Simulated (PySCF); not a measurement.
# C₅H₁₀FNSi: electronic excitations

Aim: predict the electronic excitations of C₅H₁₀FNSi (`N[SiH2][C@H]1CCC=C1F`).

The runs use PySCF 2.14.0, with density-fitted response routines of our own; the level of theory stands in each step. All values are computed, except where a source is named. Atoms count from 0, in the outputs and in this text.

**1. The starting structure**

18 atoms, charge 0, multiplicity 1; geometry from: GFN2-xTB.

Bonds of the start (Å): N0–Si1 1.72, Si1–C2 1.91, C2–C3 1.54, C3–C4 1.54, C4–C5 1.50, C5–C6 1.32, C6–F7 1.35, C6–C2 1.49, N0–H8 1.01, N0–H9 1.01, Si1–H10 1.46, Si1–H11 1.47, C2–H12 1.09, C3–H13 1.09, C3–H14 1.09, C4–H15 1.09, C4–H16 1.09, C5–H17 1.07.

**2. Ultraviolet spectrum: PBE0/def2-SVPD**

Job settings and geometry (Å):

```
{"job": {"kind": "uv", "xc": "PBE0", "basis": "def2-SVPD", "nstates": 8, "ntriplets": 3}, "charge": 0, "multiplicity": 1}
N      2.856206     0.351898    -0.136378
Si     1.518777    -0.606188     0.351704
C      0.165965    -0.257697    -0.957934
C     -1.123470    -1.066127    -0.743715
C     -2.096714    -0.113881    -0.022510
C     -1.548174     1.249379    -0.324561
C     -0.336603     1.136176    -0.839882
F      0.463078     2.165856    -1.193390
H      2.694445     1.282879    -0.487569
H      3.710991     0.324221     0.393791
H      1.941386    -2.003914     0.262049
H      0.949649    -0.333350     1.681284
H      0.591281    -0.432779    -1.948218
H     -1.544211    -1.352881    -1.709690
H     -0.952143    -1.977084    -0.172405
H     -2.094320    -0.286708     1.057987
H     -3.123887    -0.231740    -0.371756
H     -2.081015     2.158255    -0.115221
```

Method: TDDFT PBE0/def2-SVPD, vertical, gas phase, core orbitals frozen in the response.

Started as:

```bash
$ OMP_NUM_THREADS=1 python probes_run.py task.json out
```

This one command runs all jobs of the session in turn.

Predict these results of the whole session: lowest singlet (PBE0/def2-SVPD); brightest single state of those computed; lowest triplet.

As calculated:

| quantity | value |
| --- | --- |
| lowest singlet (PBE0/def2-SVPD) | 5.97 eV (208 nm), f = 0.060 |
| brightest single state of those computed | state 4, 6.60 eV, f = 0.142 |
| lowest triplet | 4.26 eV |

What this shows: The first singlet state (HOMO→LUMO 0.84, HOMO→LUMO+1 0.11) lies at 5.97 eV and is bright; of the 8 states computed, the strongest absorption comes from state 4 at 6.60 eV. The lowest triplet lies 1.71 eV below the lowest singlet (triplets in Tamm-Dancoff, singlets in full TDDFT).
